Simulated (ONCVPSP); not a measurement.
# Pseudopotential generation for silicon: ONCV, PBEsol

Task: generate the file, and judge it by its errors in other configurations, its logarithmic derivatives, its ghosts and its cutoff.

Method: ONCVPSP 4.0.1.1 (patched build), PBEsol, scalar-relativistic.

## 1. The design

The settings as typed:

| Item | Value |
| --- | --- |
| element | silicon (Si, Z = 14) |
| type | optimised norm-conserving Vanderbilt (ONCV) |
| frozen core | [Ne] |
| valence charge | 4 |
| reference configuration | 3s2 (charge +2) |
| partial waves | 3s: rc 1.45 bohr, ncon 5, nbas 9, qcut 5.8 1/bohr, 2 projectors, debl 0.6 Ha; p scattering state at 0.02 Ha: rc 1.50 bohr, ncon 3, nbas 6, qcut 5.2 1/bohr, 2 projectors, debl 0.7 Ha; d scattering state at 0.15 Ha: rc 1.15 bohr, ncon 4, nbas 7, qcut 9.5 1/bohr, 3 projectors, debl 3.4 Ha |
| local potential | polynomial inside 1.10 bohr (lpopt 2, dvloc0 -1 Ha) |
| core correction | polynomial model core, fcfact 0.6 |

The outer shells as boxes (Hund's rule for the drawing; the calculation is spin-unpolarised):

```
[Ne] core
3s [↑↓]
```

The nodes and maxima of the atom's own shells, from an earlier all-electron run, set the scale for the radii.

All-electron outer shells of the reference configuration (PBEsol, scalar-relativistic, ld1.x):

| shell | level (eV) | outermost node (bohr) | outermost maximum (bohr) |
| --- | --- | --- | --- |
| 2p | -116.76 | – | 0.39 |
| 3s | -28.49 | 0.72 | 1.69 |
| 3p | -20.47 | 0.71 | 1.91 |

## 2. The generation run

The input, Si.dat:

```
# ATOM AND REFERENCE CONFIGURATION
# atsym  z   nc   nv     iexc    psfile
  Si 14.00    3    1  -116133      upf
#
#   n    l    f
    1    0    2.00
    2    0    2.00
    2    1    6.00
    3    0    2.00
#
# PSEUDOPOTENTIAL AND OPTIMIZATION
# lmax
    2
#
#   l,   rc,      ep,       ncon, nbas, qcut
    0    1.45    0.00    5    9    5.80
    1    1.50    0.02    3    6    5.20
    2    1.15    0.15    4    7    9.50
#
# LOCAL POTENTIAL
# lloc, lpopt,  rc(5),   dvloc0
    4    2    1.10   -1.00
#
# VANDERBILT-KLEINMAN-BYLANDER PROJECTORs
# l, nproj, debl
    0    2    0.60
    1    2    0.70
    2    3    3.40
#
# MODEL CORE CHARGE
# icmod, fcfact, rcfact
    1    0.60    0.00
#
# LOG DERIVATIVE ANALYSIS
# epsh1, epsh2, depsh
   -3.00    5.00    0.02
#
# OUTPUT GRID
# rlmax, drl
    6.00    0.01
#
# TEST CONFIGURATIONS
# ncnf
    4
# nvcnf
#   n    l    f
    2
    3    0    2.00
    3    1    2.00
#
    2
    3    0    2.00
    3    1    1.00
#
    1
    3    0    1.00
#
    2
    3    0    0.00
    3    1    4.00
#
```

Command:

```console
$ oncvpsp.x < Si.dat > Si.out
```

**Question.** What will these runs give? Wanted: cutoffs for 1 and 0.1 mHa per electron, occupied waves; bound ghosts; GHOST(+) flags; largest test error; largest phase difference near zero energy, channels read; rms error of d²Exc/dn², without and with the model core; projector energies reset by the program.

As calculated:

| quantity | value |
| --- | --- |
| cutoffs for 1 and 0.1 mHa per electron, occupied waves | 21 Ha and 98 Ha |
| bound ghosts | s at -147.31 eV |
| GHOST(+) flags | none at low energy |
| largest test error (AE − PS) | +47 meV, for 3s0 3p4 |
| largest phase difference near zero energy, channels read | 0.000 rad |
| rms error of d²Exc/dn², without and with the model core | 7.64 and 0.42 mHa |
| projector energies reset by the program | s: -1.047, 0.250 Ha; p: 0.050, 0.750 Ha |

In words: A bound ghost (s) makes it unfit for use: electrons can fall into a state that the atom doesn't have. The worst unpolarised test, 3s0 3p4, is off by 47 meV on 9.9 eV; by total energies transferability rates as fair. By its cutoff, 21 Ha for the looser tolerance, it is of middling hardness. The tighter tolerance needs 98 Ha, and converged work needs a cutoff nearer that. That counts occupied waves only; other projectors can need more. Near zero energy the phases of the channels with partial waves agree within 0.001 rad. These are tests on the free atom; a crystal test is still owed.
